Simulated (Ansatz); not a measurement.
**B₂Ge+ (quartet): wave-function methods side by side, cc-pVDZ**

The task here is to estimate one member of a computed series from the others.

The runs use Ansatz 0.2.0, Gaussian basis; cc-pVDZ, core rule «outside noble gas», up to 16 orbitals frozen.

Plan: UHF; CCSD(T) on ROHF; CCSD(T) on UHF; BCCD(T) on ROHF; CISD as a restricted active space (open shells left free, so some higher excitations enter); CCSDT(Q) on ROHF; CCSDT(Q) on UHF; CASSCF and NEVPT2, 9 electrons in 11 orbitals.

23 further runs of the same task are left out: 6 that didn't finish, 17 set aside as unsound or not needed. Runs told in other sessions of the task aren't counted.

## What is computed

The geometry is a PBE0/def2-TZVP stationary point (not a proven minimum) of the parent state, kept for this charge and spin. No spin-orbit coupling is included. The filled d shell of Ge may be among the frozen orbitals whatever the setting's name suggests.

3 atoms, charge 1, spin multiplicity 4.

Atoms are counted from 1 here; the program's logs count them from 0.

Bond lengths: B1–B2 1.542 Å, B2–Ge3 1.941 Å. Angles: B1–B2–Ge3 180.0°.

The first run:

in.yaml reads:

```yaml
crystal:
  periodic: [false, false, false]
  atoms:
    - {symbol: B, position_ang: [0.000000, 0.000000, -1.674700]}
    - {symbol: B, position_ang: [0.000000, 0.000000, -0.133200]}
    - {symbol: Ge, position_ang: [0.000000, 0.000000, 1.807900]}
basis:
  gaussian: {orbitals: cc-pVDZ}
total_charge: 1
magnetization: {spin_polarized: true, initial_magnetization: 3}
hamiltonian: {xc: hf}
output: {orbitals: {seedname: orbitals}}
```

On the command line:

```sh
> ansatz run in.yaml --threads 1 --pin off --events-out ev --progress --plain --max-ram 2393MiB
```

Steps of the session up to this table: UHF; CCSD(T) on ROHF; CCSD(T) on UHF; BCCD(T) on ROHF; CISD as a restricted active space (open shells left free, so some higher excitations enter); CCSDT(Q) on ROHF; CCSDT(Q) on UHF; CASSCF and NEVPT2, 9 electrons in 11 orbitals.

One table of the session follows, with a row left open; its other results are not shown here.

It belongs to the step «Misses and costs». 

```
         method  from RCCSDT(Q) (meV)
           ROHF               +5112.6
            UHF               +5030.6
           RMP2               +1274.2
           UMP2               +1290.5
           CISD                +609.5
          RCCSD                +285.8
          UCCSD                +283.4
       RCCSD(T)                 +76.8
       UCCSD(T)                 +77.0
        BCCD(T)                 +75.9
         RCCSDT                 +16.5
         UCCSDT                 +15.6
      RCCSDT(Q)                     0
      UCCSDT(Q)                  -1.8
CASSCF frontier                     ?
NEVPT2 frontier                +754.6
```

**Question.** Estimate the row for CASSCF frontier.

**Answer.** from RCCSDT(Q) (meV): +2935.0. In the column «from RCCSDT(Q) (meV)» it lies between UMP2 (+1290.5) and UHF (+5030.6).

Limits of these values: Restricted and unrestricted rows rest on different reference determinants; a gap between their highest levels can come from leftover correlation error, from unlike frozen cores or from another state.
